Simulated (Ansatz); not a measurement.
# Y3Mg, space group Fm-3m: an equation of state with a fit

Computed with Ansatz 0.2.0, Python API.

Run as a notebook:

**Cell 1**
```python
import warnings

import ansatz as az
import numpy as np

params = {
    "smearing": "fermi_dirac",
    "ecut": 600,
    "kmesh": (5, 5, 5),
}
```

**Cell 2**
```python
VECTORS = np.array([
    [0.0, 3.91855, 3.91855],
    [3.91855, 0.0, 3.91855],
    [3.91855, 3.91855, 0.0],
])
SITES = [
    ("Y", (0.5, 0.5, 0.5)),
    ("Y", (0.25, 0.25, 0.25)),
    ("Y", (0.75, 0.75, 0.75)),
    ("Mg", (0.0, 0.0, 0.0)),
]
```

**Cell 3**
```python
def crystal_on(cell):
    crystal = az.Crystal(lattice=az.Lattice.of(cell))
    for symbol, position in SITES:
        crystal = crystal.atom(symbol, position)
    return crystal
```

**Cell 4**
```python
warnings.simplefilter("ignore", az.DeckWarning)
```

**Cell 5**
```python
# uniform scaling of the cell
volumes, energies, pressures = [], [], []
for scale in np.linspace(0.94, 1.06, 7):
    cell = VECTORS * scale ** (1 / 3)
    job = (
        crystal_on(cell).calculation()
        .occupations(params["smearing"])
        .functional(az.Functional.R2SCAN)
        .basis(params["ecut"])  # plane waves up to this kinetic energy
        .kpoints(*params["kmesh"])  # sampling of the Brillouin zone
        .stress()
    )
    data = job.run(threads=1).report
    volumes.append(abs(np.linalg.det(cell)) / len(SITES))
    energies.append(data["free_energy_ev"] / len(SITES))
    pressures.append(np.trace(data["stress_gpa"]) / 3)
    print(f"V = {volumes[-1]:8.4f} A^3/atom  F = {energies[-1]:.5f} eV/atom  P = {pressures[-1]:8.3f} GPa")
```
Output:
```text
V =  28.2797 A^3/atom  F = -3376.33469 eV/atom  P =    3.208 GPa
V =  28.8813 A^3/atom  F = -3376.34485 eV/atom  P =    2.216 GPa
V =  29.4830 A^3/atom  F = -3376.35143 eV/atom  P =    1.303 GPa
V =  30.0847 A^3/atom  F = -3376.35473 eV/atom  P =    0.462 GPa
V =  30.6864 A^3/atom  F = -3376.35498 eV/atom  P =   -0.315 GPa
V =  31.2881 A^3/atom  F = -3376.35243 eV/atom  P =   -1.033 GPa
V =  31.8898 A^3/atom  F = -3376.34729 eV/atom  P =   -1.696 GPa
```

**Cell 6**
```python
# third-order Birch-Murnaghan: a cubic in V^(-2/3)
x = np.array(volumes) ** (-2 / 3)
poly = np.polynomial.Polynomial.fit(x, energies, 3).convert()
roots = poly.deriv().roots()
x0 = min((r.real for r in roots if abs(r.imag) < 1e-9 and poly.deriv(2)(r.real) > 0), key=lambda r: abs(r - x.mean()))
v0 = x0 ** -1.5
b0 = 4 / 9 * poly.deriv(2)(x0) * v0 ** (-7 / 3) * 160.21766
b1 = 4 + 2 / 3 * x0 * poly.deriv(3)(x0) / poly.deriv(2)(x0)
print(f"V0 = {v0:.4f} A^3/atom, B0 = {b0:.1f} GPa, dB/dP = {b1:.2f}")
```
Output:
```text
V0 = 30.4359 A^3/atom, B0 = 39.0 GPa, dB/dP = 3.06
```

A third-order Birch-Murnaghan fit through the 7 points has its minimum at 30.44 Å³ an atom, 1.2 % above the typed cell, with a bulk modulus of 39 GPa and dB/dP = 3.1. From that minimum the energy rises by 20.5 meV an atom on the compressed side and 7.9 meV on the expanded side.

Notes:
- Total energies depend on the potentials; only differences at equal settings carry meaning.
- The mesh is modest for a metal, so energies can be off by several to tens of meV an atom and pressures by half a GPa or more; differences at equal mesh fare better.
- Pressure is positive in compression.
- This cell is a computed structure, which may not be the phase found in nature.
- It ran for 44 s on 1 thread of Arm Neoverse V2, on a shared host, peak memory 0.93 GiB.
